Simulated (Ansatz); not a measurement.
# SiGeH4 (singlet): the correlation ladder at distance Ge2–H6 = 2.449 Å, cc-pVDZ

The task here is to estimate one member of a computed series from the others.

Program: Ansatz 0.2.0, Gaussian basis. Level of theory: cc-pVDZ, core rule «outside noble gas», up to 19 orbitals frozen. These are calculated values, not measurements.

The runs, in order: UHF; CCSD(T) on RHF; CCSD(T) on UHF; BCCD(T) on RHF; CISD; CCSDT(Q) on RHF; CCSDT(Q) on UHF; CASSCF and MRCISD+Q, 2 electrons in 2 orbitals; CASSCF and NEVPT2, 2 electrons in 2 orbitals; CASSCF and MRCISD+Q, 8 electrons in 8 orbitals; CASSCF and NEVPT2, 8 electrons in 8 orbitals.

15 further runs of the same task are left out: 10 that didn't finish, 5 set aside as unsound or not needed.

### What is computed

The geometry derives from a PBE0/def2-TZVP stationary point (not a proven minimum). One bond is set to the value named and the two fragments are kept rigid. No spin-orbit coupling is included. The filled d shell of Ge may be among the frozen orbitals whatever the setting's name suggests; the logs give the count.

6 atoms, charge 0, spin multiplicity 1.

Atoms are counted from 1 here; the program's logs count them from 0.

Bond lengths: Si1–Ge2 2.430 Å, Si1–H3 1.526 Å, Ge2–H4 1.541 Å, Ge2–H5 1.545 Å. Angles: Ge2–Si1–H3 88.8°, Si1–Ge2–H4 114.3°, Si1–Ge2–H5 109.5°, H4–Ge2–H5 107.4°.

The first run:

Contents of in.yaml:

```yaml
crystal:
  periodic: [false, false, false]
  atoms:
    - {symbol: Si, position_ang: [0.006178, -0.097634, 1.771971]}
    - {symbol: Ge, position_ang: [0.006697, 0.008663, -0.655268]}
    - {symbol: H, position_ang: [0.008865, 1.428084, 1.806989]}
    - {symbol: H, position_ang: [-0.024654, -1.365610, -1.351082]}
    - {symbol: H, position_ang: [1.276685, 0.743276, -1.139787]}
    - {symbol: H, position_ang: [-1.915729, 1.290404, -1.467066]}
basis:
  gaussian: {orbitals: cc-pVDZ}
magnetization: {spin_polarized: true, initial_magnetization: 0}
hamiltonian: {xc: hf}
output: {orbitals: {seedname: orbitals}}
```

On the command line:

```bash
> ansatz run in.yaml --threads 1 --pin off --events-out ev --progress --plain --max-ram 2393MiB
```

Steps of the session up to this table: UHF; CCSD(T) on RHF; CCSD(T) on UHF; BCCD(T) on RHF; CISD; CCSDT(Q) on RHF; CCSDT(Q) on UHF; CASSCF and MRCISD+Q, 2 electrons in 2 orbitals; CASSCF and NEVPT2, 2 electrons in 2 orbitals; CASSCF and MRCISD+Q, 8 electrons in 8 orbitals; CASSCF and NEVPT2, 8 electrons in 8 orbitals.

One table of the session follows, with a row left open; its other results are not shown here.

| method | from RCCSDT(Q) (kcal/mol) |
| --- | --- |
| RHF | +160.42 |
| UHF | +147.92 |
| RMP2 | ? |
| UMP2 | +46.64 |
| CISD | +25.44 |
| RCCSD | +6.89 |
| UCCSD | +8.60 |
| RCCSD(T) | +1.49 |
| UCCSD(T) | +3.27 |
| BCCD(T) | +1.47 |
| RCCSDT | +0.33 |
| UCCSDT | +0.78 |
| RCCSDT(Q) | 0 |
| UCCSDT(Q) | +0.26 |
| CASSCF pair | +136.41 |
| NEVPT2 pair | +33.01 |
| MRCISD pair | +16.84 |
| MRCISD+Q pair | +1.57 |

Estimate the missing values for RMP2.

**Answer.** from RCCSDT(Q) (kcal/mol): +42.00. In the column «from RCCSDT(Q) (kcal/mol)» it lies between NEVPT2 pair (+33.01) and UMP2 (+46.64).

Not comparable, so not listed: CASSCF and MRCISD+Q, 8 electrons in 8 orbitals (they don't share determinant, frozen orbitals or solution with the rows shown, or repeat one).

Limits of these values: The determinant is far from a pure spin state, so its energy mixes those of several spin states (harmless only where they are near-degenerate, as at dissociation). Left out of the table: CASSCF frontier, NEVPT2 frontier (the active space lost an orbital or holds another state than full CI finds). Restricted and unrestricted rows rest on different reference determinants; where their highest levels disagree by more than a few hundredths of an eV, they describe different states and don't form one ladder. Warnings in the runs' records: passed over end.
